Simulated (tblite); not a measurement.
# C3H8BClSi: the cost of one run

Programs: tblite 0.8.0 and PySCF 2.14.0, with density-fitted response routines of our own. Each step states its level of theory. These are calculated values for one molecule in the gas phase, unless marked as measured. Atoms count from 0, in the outputs and in this text.

### Step 1. Starting geometry

14 atoms, charge 0, multiplicity 1; geometry from: force field or distance geometry start.

Bonds of the start (Å): B0–Si1 1.94, Si1–C2 1.89, C2–Cl3 1.79, C2–C4 1.50, C4–C5 1.34, B0–H6 1.19, B0–H7 1.19, Si1–H8 1.48, Si1–H9 1.46, C2–H10 1.10, C4–H11 1.08, C5–H12 1.07, C5–H13 1.09.

### Step 2. Relaxing the molecule with GFN2-xTB

What the job is given:

```
{"job": {"kind": "relax", "xc": "GFN2-xTB", "basis": "xTB"}, "charge": 0, "multiplicity": 1}
B     -2.233000    -0.695100    -0.244300
Si    -0.675000    -0.061900    -1.207600
C      0.572000     0.703000    -0.008400
Cl    -0.177600     2.154300     0.724700
C      0.971700    -0.275100     1.060900
C      1.775900    -1.304200     0.781200
H     -3.123200    -1.205600    -0.838100
H     -2.306100    -0.553600     0.932100
H     -0.034300    -1.207000    -1.882400
H     -1.078800     0.932000    -2.192800
H      1.453100     1.035000    -0.585000
H      0.627700    -0.134400     2.076700
H      2.151700    -1.469100    -0.211000
H      2.075300    -1.988400     1.571800
```

On the command line:

```sh
OMP_NUM_THREADS=1 python probes_run.py task.json out
```

This one command runs all jobs of the session in turn.

**Question.** How long does this first job take on 1 thread of Arm Neoverse V1, shared host?

About 1 s.
